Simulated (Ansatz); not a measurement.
CaB2, space group P6/mmm: a scan of the energy under strain, run with Ansatz 0.2.0, Python API.

The script, `run_strain.py`:
```python
# -*- coding: utf-8 -*-
"""Energy of CaB2 under shear strain, ions carried with the cell."""

import ansatz
import matplotlib.pyplot as plt
import numpy as np

VECTORS = np.array([
    [3.22643, 0.0, 0.0],
    [-1.613215, 2.794171, 0.0],
    [0.0, 0.0, 4.067392],
])
SITES = [
    ("Ca", (0.0, 0.0, 0.0)),
    ("B", (1 / 3, 2 / 3, 0.5)),
    ("B", (2 / 3, 1 / 3, 0.5)),
]


def crystal_on(cell):
    crystal = ansatz.Crystal(lattice=ansatz.Lattice.of(cell))
    for symbol, position in SITES:
        crystal = crystal.atom(symbol, position)
    return crystal


def main():
    # clamped ions: the fractional positions stay as typed
    values = np.linspace(-0.03, 0.03, 5)
    energies = []
    for d in values:
        strain = np.array([[0, d / 2, 0], [d / 2, 0, 0], [0, 0, 0]])
        cell = VECTORS @ (np.eye(3) + strain)
        calculation = crystal_on(cell).calculation()
        calculation = calculation.functional("pbe").basis(38 * ansatz.Ry)
        calculation = calculation.occupations(ansatz.OccupationsMethod.FERMI_DIRAC)
        calculation = calculation.kpoints(12, 12, 9)
        summary = calculation.run().report
        energies.append(summary["free_energy_ev"] / len(SITES))
        print(f"d = {d:+.4f}  F = {energies[-1]:.5f} eV/atom")
    energies = np.array(energies)

    for value, e in zip(values, energies):
        print(f"strain {value:7.3f}   E - Emin = {1000 * (e - energies.min()):9.3f} meV/atom")
    plt.figure(figsize=(4.5, 3))
    plt.plot(values, 1000 * (energies - energies.min()), "o-")
    plt.xlabel("strain")
    plt.ylabel("meV/atom")
    plt.tight_layout()
    plt.savefig("strain.png", dpi=100)
    curvature = 2 * np.polyfit(values, energies, 3)[1]
    volume = abs(np.linalg.det(VECTORS)) / len(SITES)
    print(f"d2E/dd2 over the volume: {curvature / volume * 160.21766:.1f} GPa")


if __name__ == "__main__":
    main()
```

How much energy does this shear strain cost, and what curvature follows?

Against the unstrained cell the energy per atom changes by +3.94 meV at one end of the scan and +3.94 meV at the other, and its second derivative over the volume is 114.8 GPa.

What the script printed:

Output of `python run_strain.py`:
```text
d = -0.0300  F = -709.70682 eV/atom
d = -0.0150  F = -709.70978 eV/atom
d = +0.0000  F = -709.71076 eV/atom
d = +0.0150  F = -709.70978 eV/atom
d = +0.0300  F = -709.70682 eV/atom
strain  -0.030   E - Emin =     3.941 meV/atom
strain  -0.015   E - Emin =     0.985 meV/atom
strain   0.000   E - Emin =     0.000 meV/atom
strain   0.015   E - Emin =     0.985 meV/atom
strain   0.030   E - Emin =     3.941 meV/atom
d2E/dd2 over the volume: 114.8 GPa
```

Total energies depend on the potentials; only differences at equal settings carry meaning. The curvature belongs to this strain pattern and to the cell's stress; it equals a single elastic constant only for simple patterns. In a metal a curvature from energy changes of a few meV or less hangs on mesh and smearing, in size and even in sign. The structure comes from a database of computed cells and needn't be a stable or known phase. The ions keep their fractional positions (clamped ions). The whole script took 26 s on 1 thread of Intel(R) Xeon(R) Processor @ 2.30GHz, with other jobs on the host, peak memory 0.68 GiB.
